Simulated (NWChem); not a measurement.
# B3LYP/cc-pVDZ run of GeH3F (fluorogermane)

What is the electronic atomisation energy of GeH3F (fluorogermane) at B3LYP/cc-pVDZ? 

The calculation is run with NWChem 7.3.0.

## (1) Starting point

GeH3F has 5 atoms, charge 0, and is taken as a singlet. SMILES: `[F][GeH3]`. The shape is that of a PBE0-D4/def2-TZVP optimisation.

Bond lengths: F1–Ge2 1.742 Å, Ge2–H3 1.533 Å, Ge2–H4 1.533 Å, Ge2–H5 1.533 Å. Angles: F1–Ge2–H3 106.2°, F1–Ge2–H4 106.2°, F1–Ge2–H5 106.3°, H3–Ge2–H4 112.5°, H3–Ge2–H5 112.5°, H4–Ge2–H5 112.5°.

## (2) A single-point energy at B3LYP/cc-pVDZ (run 1)

mol.xyz

```xyz
5

F     -1.046500     0.474300     1.162200
Ge     0.068200    -0.041600    -0.072800
H      1.331000    -0.512000     0.658600
H     -0.627800    -1.178000    -0.831200
H      0.325100     1.183600    -0.958100
```

mol.nw

```
start mol
memory stack 880 mb heap 220 mb global 1100 mb

geometry noautosym nocenter noautoz
load format xyz mol.xyz
end

basis spherical bse
* library cc-pVDZ
end

dft
xc b3lyp
grid fine
convergence energy 1e-08
iterations 100
mulliken
noprint "final vectors analysis"
end

task dft energy
```

The run is started by

```
$ nwchem mol.nw > mol.out
```

The log of the run:

```text
[...]
          Wavefunction type:  closed shell.
          No. of atoms     :     5
          No. of electrons :    44
[...]
          Charge           :     0
          Spin multiplicity:     1
[...]
          AO basis - number of functions:    56
[...]
              XC Information
              --------------
                         B3LYP Method XC Potential
                     Hartree-Fock (Exact) Exchange  0.200
                        Slater Exchange Functional  0.800 local
                    Becke 1988 Exchange Functional  0.720 non-local
              Lee-Yang-Parr Correlation Functional  0.810
                  VWN I RPA Correlation Functional  0.190 local
[...]
 d= 0,ls=0.0,diis     1  -2178.6239719579 -2.31D+03  2.13D-02  4.78D-01     5.5
[...]
 d= 0,ls=0.0,diis     8  -2178.6821773146 -6.41D-11  2.88D-07  8.36D-10    25.4
         Total DFT energy =    -2178.682177314616
      One electron energy =    -3287.476278742799
           Coulomb energy =     1072.773577916835
    Exchange-Corr. energy =      -90.678515601933
 Nuclear repulsion energy =      126.699039113282
[...]
      Total Density - Mulliken Population Analysis
     ---------------------------------------------
    Atom       Charge   Shell Charges
 -----------   ------   -------------------------------------------------------
    1 F    9     9.38   2.01  0.89  1.04  3.33  2.12  0.00
    2 Ge  32    31.40   2.00  2.00  2.02  0.92  0.32  6.00  6.00  1.40  0.55  9.92  0.27
    3 H    1     1.07   0.72  0.35  0.01
    4 H    1     1.07   0.72  0.35  0.01
    5 H    1     1.07   0.72  0.35  0.01
[...]
```

It took 26 s on 1 thread of Intel Xeon Platinum 8488C (Sapphire Rapids), shared host; peak memory 0.11 GiB.

## (3) The F atom at the same level (run 2)

f.nw

```
start f
title "F B3LYP"
memory stack 880 mb heap 220 mb global 1100 mb
charge 0

geometry units au noautosym nocenter noautoz
F      0.00000000     0.00000000     0.00000000
end

basis spherical bse
F library cc-pVDZ
end

dft
xc b3lyp
mult 2
grid fine
convergence energy 1e-08
maxiter 100
mulliken
print low
end

task dft energy
```

Run the same way, it converges to -99.72660 Eh (log not shown).

Run 3 isn't shown in full; the table further down has it.

## (4) The H atom at the same level (run 4)

m1.nw

```
start m1
title "H"
memory total 2200 mb
geometry units angstrom noautosym nocenter noautoz
 H      0.000000     0.000000     0.000000
end
basis spherical bse
 H library cc-pVDZ
end
dft
 xc b3lyp
 mult 2
 grid fine
 convergence energy 1e-08
 maxiter 100
 mulliken
 print low
end
task dft energy
```

Run the same way, it converges to -0.50126 Eh (log not shown).

## (5) All runs side by side

| run | level | partner | energy (Eh) | wall time |
| --- | --- | --- | --- | --- |
| 1 | B3LYP/cc-pVDZ | base | -2178.682177 | 26 s |
| 2 | UB3LYP/cc-pVDZ | atoms | -99.726601 | 0.73 s |
| 3 | UB3LYP/cc-pVDZ | atoms | -2076.937183 | 9.9 s |
| 4 | UB3LYP/cc-pVDZ | atoms | -0.501258 | 0.62 s |

## (6) Outcome

At B3LYP/cc-pVDZ:

```
                     quantity        value
         H atom: total energy  -0.50126 Eh
                 H atom: ⟨S²⟩        0.750
electronic atomisation energy    14.004 eV
```

**Reading.** Taking the molecule apart into free atoms costs 14.00 eV (1351 kJ/mol), before zero-point energy and without spin-orbit coupling. All runs together took 37 s, the longest 26 s.
